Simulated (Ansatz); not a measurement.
# Fe3Ge: the cost of one run

Computed with Ansatz 0.2.0 (DFT, PBEsol, all-electron LAPW, scalar-relativistic, unless a step's input says otherwise).

### 1 Starting point

The structure is cubic, space group Pm-3m (No. 221). Conventional cell: a = 3.661 Å, b = 3.661 Å, c = 3.661 Å, α = 90.00°, β = 90.00°, γ = 90.00°. Around Fe (site symmetry 4/mmm) lie 8 Fe at 2.59 Å and 4 Ge at 2.59 Å. Ge (site symmetry m-3m) has 12 Fe at 2.59 Å as nearest neighbours.

Structure file:

```xyz
4
Lattice="3.6605 0.0000 0.0000 0.0000 3.6605 0.0000 0.0000 0.0000 3.6605" Properties=species:S:1:pos:R:3 pbc="T T T"
Fe    0.0000    1.8303    1.8303
Fe    1.8303    1.8303    0.0000
Fe    1.8303    0.0000    1.8303
Ge    0.0000    0.0000    0.0000
```

Atoms are numbered in the order of the input: Fe1, Fe2, Fe3, Ge4.

### 2 Free moments, LAPW

input.yaml reads:

```yaml
crystal:
  lattice:
    - [3.66050052, 0.0, 0.0]
    - [0.0, 3.66050052, 0.0]
    - [0.0, 0.0, 3.66050052]
  atoms:
    - { symbol: Fe, position: [0.0, 0.5, 0.5], spin: 2.2 }
    - { symbol: Fe, position: [0.5, 0.5, 0.0], spin: 2.2 }
    - { symbol: Fe, position: [0.5, 0.0, 0.5], spin: 2.2 }
    - { symbol: Ge, position: [0.0, 0.0, 0.0] }
magnetization:
  spin_polarized: true
kpoints:
  mp_grid: { grid: [9, 9, 9] }
scf:
  occupations: { method: fermi_dirac, width: 0.03 }
  lower_state_search: "off"
hamiltonian:
  xc: pbesol
  pseudopotentials: { kind: all_electron, lapw: { basis_error: 0.001 } }
output:
  forces: true
  stress: true
  eigenvalues: false
  populations: true
  dos: { projected: true, de: 0.1, e_range: [-8, 5] }
```

Command:

```bash
$ ansatz run input.yaml --threads 2 --pin off --max-ram 6144MiB --backend cpu --events-out ev --progress --plain --runs-dir out
```

**Question.** How long does this run take on 2 threads of AMD EPYC 9R14 (Zen 4), shared host, and how much memory does it need?

About 21 s, with a peak of 0.75 GiB.
